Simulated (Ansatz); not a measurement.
This script drives Ansatz 0.2.0, Python API.

Script `opt.py`:
```python
"""Relax the CH2BClOS molecule."""

import logging
import sys

import ansatz as az
import numpy as np

logging.basicConfig(stream=sys.stdout, format="[%(levelname)s] %(message)s")
log = logging.getLogger("run")
log.setLevel(logging.INFO)

geometry_ang = [
    ("O", (0.1194, 0.3551, 1.5901)),
    ("B", (0.1943, -0.3757, 0.3422)),
    ("Cl", (0.5101, -2.1799, 0.4223)),
    ("C", (0.1352, 0.3264, -1.0627)),
    ("S", (-0.1969, 1.7152, -1.1868)),
    ("H", (-0.8923, 0.3694, 1.8041)),
    ("H", (0.1915, -0.2786, -1.955)),
]
geometry = az.Crystal.molecule()
for symbol, xyz in geometry_ang:
    geometry = geometry.atom(symbol, xyz)

base = geometry.calculation()
base = base.basis(gaussian="6-31G*")
base = base.functional("hf")
symbols = [site.symbol for site in geometry.cartesian_sites]
start = np.array([site.position_ang for site in geometry.cartesian_sites], dtype=float)
def progress(event):
    if event["event"] == "relax_step":
        row = event["data"]
        log.info(f"step {row['step']:3d}  E = {row['lagrangian_ev']:.6f} eV  largest force component {row['allowed_force_max_ev_ang']:.4f} eV/A")


data = base.relax(force_tolerance=0.02, max_steps=100).session().plan().execute(on_event=progress).report
end = np.array(data["positions_ang"])

log.info("reference energy %16.6f eV" % data["reference_energy_ev"])
log.info("total energy     %16.6f eV" % data["free_energy_ev"])
print("occupied orbitals outside the frozen core (up, down):", data["n_occupied"], " frozen:", data["n_frozen"], " virtual:", data["n_virtual"])

log.info("final positions (A) and the move of each atom")
for symbol, xyz, old in zip(symbols, end, start):
    log.info(f"{symbol:2s} {xyz[0]:10.5f} {xyz[1]:10.5f} {xyz[2]:10.5f}   {np.linalg.norm(xyz - old):7.4f}")

charges = data["charge_distribution"]
dipole = np.array(charges["dipole_moment_e_ang"]) * 4.803205
log.info("dipole (D): {:.3f} {:.3f} {:.3f}, length {:.3f}".format(*dipole, np.linalg.norm(dipole)))
log.info("atom  Mulliken   Lowdin")
for symbol, m, l in zip(symbols, charges["mulliken_charges_e"], charges["lowdin_charges_e"]):
    log.info(f"{symbol:4s} {m:9.3f} {l:8.3f}")
with open("ch2bclos_opt.xyz", "w") as handle:
    handle.write(f"{len(symbols)}\nrelaxed CH2BClOS\n")
    handle.writelines(f"{s:2s} {x:11.6f} {y:11.6f} {z:11.6f}\n" for s, (x, y, z) in zip(symbols, end))
```

It is started by `python opt.py`. How long does it take on 1 thread of Arm Neoverse V1, on a shared host, and how much memory does it need?

It took about 32 s, with a peak of 0.24 GiB, for 1 run of the engine.

```console
$ python opt.py
[INFO] step   1  E = -27090.961731 eV  largest force component 12.8895 eV/A
[INFO] step   2  E = -27091.887148 eV  largest force component 4.3892 eV/A
[INFO] step   3  E = -27092.310097 eV  largest force component 2.1015 eV/A
[INFO] step   4  E = -27092.557045 eV  largest force component 0.9532 eV/A
[INFO] step   5  E = -27092.793761 eV  largest force component 1.1591 eV/A
[INFO] step   6  E = -27092.994500 eV  largest force component 0.6784 eV/A
[INFO] step   7  E = -27093.008858 eV  largest force component 1.2742 eV/A
[INFO] step   8  E = -27093.025299 eV  largest force component 0.0387 eV/A
[INFO] step   9  E = -27093.025294 eV  largest force component 0.0853 eV/A
[INFO] step  10  E = -27093.025560 eV  largest force component 0.0260 eV/A
[INFO] step  11  E = -27093.025726 eV  largest force component 0.0034 eV/A
[INFO] reference energy    -27093.025726 eV
[INFO] total energy        -27093.025726 eV
occupied orbitals outside the frozen core (up, down): [27, 27]  frozen: 0  virtual: [60, 60]
[INFO] final positions (A) and the move of each atom
[INFO] O    -0.21852   -0.00429    1.56776    0.4938
[INFO] B     0.12003   -0.55036    0.40742    0.2007
[INFO] Cl    0.66015   -2.23324    0.37469    0.1662
[INFO] C     0.05833    0.26092   -0.96754    0.1387
[INFO] S    -0.40220    1.79942   -1.03434    0.2692
[INFO] H    -0.49360    0.90382    1.48582    0.7388
[INFO] H     0.33711   -0.24437   -1.87960    0.1675
[INFO] dipole (D): -0.244 0.996 -0.660, length 1.220
[INFO] atom  Mulliken   Lowdin
[INFO] O       -0.631   -0.071
[INFO] B        0.593   -0.477
[INFO] Cl      -0.212    0.194
[INFO] C       -0.429   -0.266
[INFO] S       -0.058    0.134
[INFO] H        0.487    0.329
[INFO] H        0.250    0.157
```

`ch2bclos_opt.xyz`, as written:
```text
7
relaxed CH2BClOS
O    -0.218517   -0.004294    1.567764
B     0.120027   -0.550363    0.407415
Cl    0.660151   -2.233235    0.374688
C     0.058335    0.260921   -0.967544
S    -0.402203    1.799424   -1.034341
H    -0.493601    0.903819    1.485818
H     0.337107   -0.244371   -1.879601
```

What to keep in mind:
- These settings explore the input space; basis and method may be short of convergence.
- The end point is the stationary point reached from this start; no frequency run checks that it is a minimum, and the basis set is modest.
- The Löwdin charges here are taken after orthogonalising the functions within each atom; they differ from plain Löwdin charges, and their signs can be unphysical.
